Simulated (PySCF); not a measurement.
# C₃H₁₃BN₂Si: electronic excitations

What electronic excitations should C₃H₁₃BN₂Si (`CCCBN[SiH2]N`) show?

Computed with PySCF 2.14.0, with density-fitted response routines of our own, on a single molecule in the gas phase. Atoms count from 0, in the outputs and in this text.

**1. The starting structure**

20 atoms, charge 0, multiplicity 1; geometry from: GFN2-xTB.

Bonds of the start (Å): C0–C1 1.53, C1–C2 1.53, C2–B3 1.59, B3–N4 1.39, N4–Si5 1.74, Si5–N6 1.73, C0–H7 1.09, C0–H8 1.09, C0–H9 1.09, C1–H10 1.09, C1–H11 1.09, C2–H12 1.09, C2–H13 1.09, B3–H14 1.17, N4–H15 1.01, Si5–H16 1.47, Si5–H17 1.46, N6–H18 1.01, N6–H19 1.01.

**2. Excited states and response: CAM-B3LYP/def2-SVPD**

Job settings and geometry (Å):

```
{"job": {"kind": "uv", "xc": "CAM-B3LYP", "basis": "def2-SVPD", "nstates": 8, "ntriplets": 3}, "charge": 0, "multiplicity": 1}
C     -3.195198     0.801129    -0.576636
C     -1.697244     0.542726    -0.447623
C     -1.399191    -0.827186     0.164979
B      0.132194    -1.211319     0.355682
N      1.167450    -0.345784     0.010683
Si     2.890641    -0.577994     0.086297
N      3.501340     0.994987    -0.279306
H     -3.383490     1.780090    -1.013828
H     -3.658681     0.048283    -1.211388
H     -3.673961     0.764412     0.400112
H     -1.256503     1.324457     0.177530
H     -1.240937     0.607186    -1.439309
H     -1.881260    -1.594558    -0.449056
H     -1.897994    -0.886318     1.137840
H      0.418862    -2.255296     0.811580
H      0.897179     0.538350    -0.397228
H      3.227211    -1.114432     1.411899
H      3.380246    -1.444403    -0.988530
H      3.172056     1.778864     0.262802
H      4.492131     1.087486    -0.429232
```

Level: TDDFT CAM-B3LYP/def2-SVPD, vertical, gas phase, core orbitals frozen in the response.

The run is started by

```console
$ OMP_NUM_THREADS=1 python probes_run.py task.json out
```

The driver reads the jobs from task.json and runs them one after another.

What will the session give for the following? lowest singlet (CAM-B3LYP/def2-SVPD); brightest single state of those computed; lowest triplet; surface potential, 1st and 99th percentile. Wanted: lowest singlet; brightest single state of those computed; lowest triplet; surface potential, 1st and 99th percentile.

The runs gave:

```
                                quantity                        value
    lowest singlet (CAM-B3LYP/def2-SVPD)  6.59 eV (188 nm), f = 0.024
brightest single state of those computed  state 4, 7.61 eV, f = 0.107
                          lowest triplet                      6.22 eV
   surface potential, 1st and 99th percentile           -0.95 V and 1.60 V
```

**Reading.** The first singlet state (HOMO→LUMO 0.83) lies at 6.59 eV and is weak; of the 8 states computed, the strongest absorption comes from state 4 at 7.61 eV (the last state computed is bright too, and its partners may lie past the list). The lowest triplet lies 0.37 eV below the lowest singlet (triplets in Tamm-Dancoff, singlets in full TDDFT).
